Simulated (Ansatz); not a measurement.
# C₂H₉F₂GeNSi: basis-set convergence

An exercise on one series of results from a longer session: the logs are not shown, and one member is left open.

The runs use Ansatz 0.2.0, Gaussian basis; one geometry, several basis sets.

Levels to be run: PBE0-D4/def2-SVP; ωB97M-V/def2-SVP; PBE0-D4/def2-QZVPP; ωB97M-V/def2-QZVPP; the functionals' def2-TZVPP values are taken from earlier runs.

1 further run of the same task is left out (it didn't finish).

## The geometry

The geometry comes from an earlier relaxation with PBE0-D4 in a triple-zeta def2 set; it is a stationary point, not always the lowest conformer.

SMILES `[CH3][GeH2][NH][Si](C)(F)F`, 16 atoms, charge 0, spin multiplicity 1.

Atoms are counted from 1 here; the program's logs count them from 0.

Bond lengths: C1–Ge2 1.947 Å, C1–H8 1.091 Å, C1–H9 1.091 Å, C1–H10 1.091 Å, Ge2–N3 1.851 Å, Ge2–H11 1.540 Å, Ge2–H12 1.538 Å, N3–Si4 1.689 Å, N3–H13 1.010 Å, Si4–C5 1.842 Å, Si4–F6 1.594 Å, Si4–F7 1.597 Å, C5–H14 1.093 Å, C5–H15 1.092 Å, C5–H16 1.092 Å. Angles: Ge2–C1–H8 110.0°, Ge2–C1–H9 110.2°, Ge2–C1–H10 110.6°, H8–C1–H9 108.5°, H8–C1–H10 108.9°, H9–C1–H10 108.6°, C1–Ge2–N3 110.7°, C1–Ge2–H11 110.5°, C1–Ge2–H12 111.5°, N3–Ge2–H11 107.9°, N3–Ge2–H12 105.6°, H11–Ge2–H12 110.4°, Ge2–N3–Si4 128.8°, Ge2–N3–H13 113.6°, Si4–N3–H13 117.1°, N3–Si4–C5 112.6°, N3–Si4–F6 109.4°, N3–Si4–F7 112.0° and more.

The first run:

in.yaml reads:

```yaml
crystal:
  periodic: [false, false, false]
  atoms:
    - {symbol: C, position_ang: [1.089736, -2.011826, -0.689868]}
    - {symbol: Ge, position_ang: [-0.659653, -1.185399, -0.910848]}
    - {symbol: N, position_ang: [-0.502528, 0.654192, -1.047440]}
    - {symbol: Si, position_ang: [-0.065459, 1.770551, 0.141730]}
    - {symbol: C, position_ang: [-0.275098, 1.106022, 1.846696]}
    - {symbol: F, position_ang: [-0.913639, 3.106500, -0.048684]}
    - {symbol: F, position_ang: [1.443529, 2.264486, -0.028755]}
    - {symbol: H, position_ang: [1.726173, -1.771108, -1.542195]}
    - {symbol: H, position_ang: [1.570087, -1.639555, 0.216410]}
    - {symbol: H, position_ang: [0.995618, -3.096523, -0.613481]}
    - {symbol: H, position_ang: [-1.559299, -1.494678, 0.300342]}
    - {symbol: H, position_ang: [-1.338423, -1.641308, -2.213963]}
    - {symbol: H, position_ang: [-0.588141, 0.998343, -1.992955]}
    - {symbol: H, position_ang: [0.354420, 0.228897, 2.015009]}
    - {symbol: H, position_ang: [-1.312871, 0.823729, 2.034736]}
    - {symbol: H, position_ang: [0.012648, 1.865075, 2.577467]}
basis:
  gaussian: {orbitals: def2-SVP}
hamiltonian: {xc: pbe0, dispersion: d4}
output: {orbitals: {seedname: orbitals}}
```

Steps of the session up to this table: PBE0-D4 in def2-SVP; ωB97M-V in def2-SVP; PBE0-D4 in def2-QZVPP; ωB97M-V in def2-QZVPP.

One table of the session follows, with a row left open; its other results are not shown here.

It belongs to the step «Functionals by basis». 

```
functional       basis  HOMO (eV)  LUMO (eV)
   PBE0-D4    def2-SVP      -7.58       0.90
   PBE0-D4  def2-TZVPP          ?          ?
   PBE0-D4  def2-QZVPP      -7.71       0.17
   ωB97M-V    def2-SVP      -9.88       2.63
   ωB97M-V  def2-TZVPP     -10.01       2.03
   ωB97M-V  def2-QZVPP     -10.03       1.41
```

Q: Estimate the row for PBE0-D4, def2-TZVPP from the others.

**Answer.** HOMO (eV): -7.69; LUMO (eV): 0.48. In the column «HOMO (eV)» it lies between PBE0-D4, def2-QZVPP (-7.71) and PBE0-D4, def2-SVP (-7.58).
